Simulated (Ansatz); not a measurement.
Working through a comparison of dispersion corrections of C2H7GeNSi, SMILES [SiH3]N=[C]1[CH2][GeH2]1

With the Python package of Ansatz (0.2.0).

Run as a notebook:

```python
import ansatz
from ase import Atoms
```

```python
BASIS = "def2-SVP"
```

```python
atoms = Atoms(["Si", "N", "C", "C", "Ge", "H", "H", "H", "H", "H", "H", "H"], positions=[
    [-2.0121, 0.8505, 0.0737],
    [-0.3787, 1.2543, 0.4815],
    [0.5109, 0.3958, 0.2416],
    [2.0318, -0.0058, 0.2973],
    [1.1468, -1.4521, -0.459],
    [-2.9115, 2.0555, 0.4191],
    [-2.1341, 0.6435, -1.3792],
    [-2.4652, -0.2804, 0.7923],
    [2.5994, 0.5815, -0.3543],
    [2.3256, -0.1792, 1.3588],
    [0.8604, -1.4346, -1.9456],
    [0.5036, -2.4842, 0.5077],
])
geometry = ansatz.Crystal.molecule_from_ase(atoms)
```

```python
setup = geometry.calculation().basis(gaussian=BASIS)
for name in ["r2scan", "pbe"]:
    for correction in ("d3bj", "d4"):
        summary = setup.functional(name, dispersion=correction).run(threads=1, backend="cpu").report
        print(f"{name:8s} {correction:5s} total {summary['free_energy_ev']:.5f} eV, of which dispersion {1000 * summary['dispersion']['energy']['ev']:.2f} meV")
```

    DeckWarning: the engine holds no damping parameters fitted to this dispersion correction and functional, so the run takes those fitted to r2scan beside the three-body term, which d3bj leaves out (hamiltonian.dispersion, under Limitations)
    r2scan   d3bj  total -68055.59051 eV, of which dispersion -83.44 meV
    r2scan   d4    total -68055.57949 eV, of which dispersion -72.42 meV
    pbe      d3bj  total -68041.41791 eV, of which dispersion -284.69 meV
    pbe      d4    total -68041.42348 eV, of which dispersion -290.26 meV

Reading the output:
- Total energies depend on the basis set; only differences at equal settings carry meaning.
- Warnings are shown shortened and without file and line.
- The geometry is a force-field or estimated start, not a minimum of this method, and the basis set is short of its limit. D4 holds the three-body term, and d3bj doesn't.
- A dispersion term here runs with damping parameters fitted for another variant or functional.
- Run time: 28 s on 1 thread of Arm Neoverse V1, on a shared host, peak memory 0.27 GiB.
